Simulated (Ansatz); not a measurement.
# Li3Cd2Pb2: the cost of one run

Computed with Ansatz 0.2.0 (DFT PBE, scalar-relativistic, plane waves, PAW, unless a step names another level, unless a step's input says otherwise).

8 further runs of the same task are left out: 5 that didn't finish, 3 set aside as unsound or not needed.

## Step 1: The structure to begin with

The structure is monoclinic, space group C2/m (No. 12). The conventional cell has a = 7.335 Å, b = 9.896 Å, c = 5.958 Å, α = 90.00°, β = 126.92°, γ = 90.00°. Li (site symmetry -1) has 4 Pb at 2.98 to 3.03 Å and 2 Cd at 3.08 Å as nearest neighbours. Li (site symmetry 2/m) is surrounded by 2 Cd at 3.03 Å and 4 Pb at 3.08 Å and 4 Li at 3.43 Å. Cd (site symmetry 2/m) is surrounded by 2 Cd at 2.98 Å and 6 Li at 3.03 to 3.08 Å. Cd (site symmetry 2/m) is surrounded by 2 Cd at 2.98 Å and 4 Pb at 3.08 Å. Pb (site symmetry -1) is surrounded by 6 Li at 2.98 to 3.08 Å and 2 Cd at 3.08 Å.

As a file:

```cif
data_structure
_symmetry_space_group_name_H-M 'P 1'
_symmetry_Int_Tables_number 1
_cell_length_a 6.1587
_cell_length_b 6.1587
_cell_length_c 6.0664
_cell_angle_alpha 111.633
_cell_angle_beta 111.633
_cell_angle_gamma 106.909
_cell_volume 172.88
loop_
_atom_site_label
_atom_site_type_symbol
_atom_site_fract_x
_atom_site_fract_y
_atom_site_fract_z
_atom_site_occupancy
Li1 Li 0.00000 0.50000 0.50000 1
Li2 Li 0.50000 0.00000 0.50000 1
Li3 Li 0.50000 0.50000 0.00000 1
Cd1 Cd 0.50000 0.50000 0.50000 1
Cd2 Cd 0.00000 0.00000 0.00000 1
Pb1 Pb 0.00000 0.50000 0.00000 1
Pb2 Pb 0.50000 0.00000 0.00000 1
```

It came out lowest among 24 distinct ends of the trial cells. At a tolerance of 0.05 Å it has space group C2/m (No. 12).

## Step 2: Relaxing to 0.001 eV/Å, on the response runs' mesh and smearing

File input.yaml:

```yaml
crystal:
  lattice:
    - [3.6655691873, -4.947832486, -0.1128061801]
    - [3.6655691873, 4.947832486, -0.1128061801]
    - [-3.6075183097, 0.0, 4.8771425436]
  atoms:
    - { symbol: Li, position: [0.0, 0.5, 0.5] }
    - { symbol: Li, position: [0.5, 0.0, 0.5] }
    - { symbol: Li, position: [0.5, 0.5, 0.0] }
    - { symbol: Cd, position: [0.5, 0.5, 0.5] }
    - { symbol: Cd, position: [0.0, 0.0, 0.0] }
    - { symbol: Pb, position: [0.0, 0.5, 0.0] }
    - { symbol: Pb, position: [0.5, 0.0, 0.0] }
basis:
  ecutwfc: 420
kpoints:
  mp_grid: { grid: [6, 6, 8] }
hamiltonian:
  xc: pbe
scf:
  occupations: { method: gaussian, width: 0.1 }
output:
  forces: true
  stress: true
  eigenvalues: true
relax:
  adjacent_minimum: "off"
  f_tol: 0.001
  max_steps: 60
  cell: { stress_tol: 0.01 }
```

The run is started by

```bash
> ansatz run input.yaml --threads 3 --pin off --max-ram 7680MiB --backend cpu --events-out ev --progress --plain --runs-dir out
```

**Question.** How long does this run take on 3 threads of Arm Neoverse V1, shared host, and how much memory does it need?

About 51 s, with a peak of 0.86 GiB.
